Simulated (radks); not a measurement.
# Excited configurations of Ag

An exercise on one series of results from a longer session: the logs are not shown, and one member is left open.

Program: radks (a radial shooting solver on a logarithmic mesh, Libxc functionals) version 1. Level of theory: Dirac Kohn-Sham, PBEsol, spin-unpolarised, spherical densities, finite nucleus; open shells fill j = l - 1/2 first. These are calculated values, not measurements, unless marked.

**The atom as given**

| Property | Result |
| --- | --- |
| element | silver (Z = 47) |
| charge | 0 |
| electrons | 47 |
| configuration | [Kr] 4d10 5s1 |
| nuclear rms radius | 4.5454 fm |

The first run:

Settings of this run:

```text
Z 47
configuration [Kr] 4d10 5s1
relativity Dirac
functional pbe_sol,pbe_sol
spin unpolarised
j_filling energy
nucleus finite rms 4.5454 fm
c 137.035999084
```

Steps of the session up to this table: Ground configuration: [Kr] 4d10 5s1.

One of the session's tables, all rows but one given; the rest of the session is left out.

It belongs to the step «Ground configuration: [Kr] 4d10 5s1». Sizes of the orbitals, from the radial functions (bohr):

| level | <r> | outermost maximum (interpolated) | 90 % within | nodes |
| --- | --- | --- | --- | --- |
| 3d3/2 | 0.3438 | 0.272 | 0.545 | 0 |
| 3d5/2 | 0.3474 | 0.275 | 0.550 | 0 |
| 4s1/2 | 0.9119 | 0.822 | 1.33 | 3 |
| 4p1/2 | 0.9794 | 0.860 | 1.45 | 2 |
| 4p3/2 | 1.011 | 0.885 | 1.50 | 2 |
| 4d3/2 | ? | ? | ? | ? |
| 4d5/2 | 1.430 | 1.04 | 2.34 | 1 |
| 5s1/2 | 3.134 | 2.49 | 4.81 | 4 |

Estimate the missing values for 4d3/2.

**Answer.** <r>: 1.403; outermost maximum (interpolated): 1.03; 90 % within: 2.29; nodes: 1. In the column «<r>» it lies between 4p3/2 (1.011) and 4d5/2 (1.430).

To keep in mind: Spin polarisation and multiplet splitting are left out, so open shells lie too high by an amount that depends on their filling.
